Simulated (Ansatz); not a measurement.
Working through a convergence test of the plane-wave cutoff of NiO, space group Fm-3m

Program: Ansatz's Python interface.

The cells in order, each with its output:

In [1]:
```python
import ansatz
```

In [2]:
```python
system = (
    ansatz.Lattice.fcc(4.171803)
    .space_group(225)
    .atom("Ni", [0.0, 0.0, 0.0])
    .atom("O", [0.5, 0.0, 0.0])
    .primitive()
    .moments(Ni=1.5)
)
```

In [3]:
```python
calc = system.calculation()
calc = calc.kpoints(5, center="monkhorst-pack")
calc = calc.scf(tolerance=1e-09, algorithm="density_mixing").occupations("cold")
calc = calc.mixing("msr1", beta=0.5)
calc = calc.hubbard("Ni", "d", u=6.9, j=0.9).functional(ansatz.Functional.LDA)
calc = calc.spin("collinear")
```

In [4]:
```python
rows = []
for value in [250, 300, 350, 400, 450, 500]:
    rep = calc.basis(value).run(threads=1, pin="off").report
    rows.append((value, rep["free_energy_ev"] / len(rep["lattice"]["sites"]), rep["n_iterations"], rep["magnetization_mub"], rep["n_pw"]))
```
```text
DeckWarning: basis.ecutwfc = 250 eV is below the records' recommended 420 eV, and the density's cutoff is lower with it unless basis.ecutrho_ratio is high enough to keep the records' density cutoff: compare with a run at a higher cutoff
DeckWarning: basis.ecutwfc = 300 eV is below the records' recommended 420 eV, and the density's cutoff is lower with it unless basis.ecutrho_ratio is high enough to keep the records' density cutoff: compare with a run at a higher cutoff
DeckWarning: basis.ecutwfc = 350 eV is below the records' recommended 420 eV, and the density's cutoff is lower with it unless basis.ecutrho_ratio is high enough to keep the records' density cutoff: compare with a run at a higher cutoff
DeckWarning: basis.ecutwfc = 400 eV is below the records' recommended 420 eV, and the density's cutoff is lower with it unless basis.ecutrho_ratio is high enough to keep the records' density cutoff: compare with a run at a higher cutoff
```

In [5]:
```python
print(" cutoff (eV)   F/atom (eV)    iterations  moment (muB)   plane waves")
for row in rows:
    print(f"{str(row[0]):>12s}  {row[1]:12.5f}  {row[2]:12d}  {row[3]:12.3f}  {row[4]:12d}")
```
```text
 cutoff (eV)   F/atom (eV)    iterations  moment (muB)   plane waves
         250   -3160.82461            15         2.000           169
         300   -3162.62739            13         2.000           181
         350   -3162.98308            13         2.000           283
         400   -3163.03879            13         2.000           331
         450   -3163.04801            13         2.000           411
         500   -3163.04961            13         2.000           459
```

In [6]:
```python
for row in rows[:-1]:
    shift = 1000 * (row[1] - rows[-1][1])
    print(f"{row[0]}: {shift:+.2f} meV/atom" + ("  (within 2 meV)" if abs(shift) < 2 else ""))
```
```text
250: +2225.00 meV/atom
300: +422.22 meV/atom
350: +66.53 meV/atom
400: +10.82 meV/atom
450: +1.60 meV/atom  (within 2 meV)
```

From 450 eV on it stays within 2 meV an atom of the value at 500 eV; the first row (250 eV) is off by 2225.0 meV and the last but one by 1.60 meV. The energy falls steadily, as expected when plane waves are added.

Notes:
- The magnetic order follows from the starting moments and needn't be the lowest.
- U, its shell and the double counting are chosen to explore, and aren't derived for this compound.
- The k-point mesh is coarse, and energy and stress weren't tested for convergence.
- With one magnetic atom the cell can hold only ferromagnetic order.
- The structure is a deposited one; some such entries were measured under pressure or heat, so a shift against it needn't be the functional's error alone.
- Warnings are shown shortened and without file and line.
- Shifts are counted from the last row, which is itself no proven limit.
- Timing: 4.9 s on 1 thread of Intel(R) Xeon(R) 6975P-C (Granite Rapids), on a shared host, peak memory 0.36 GiB.

(Lines on the test bed's own set-up are left out of the output.)
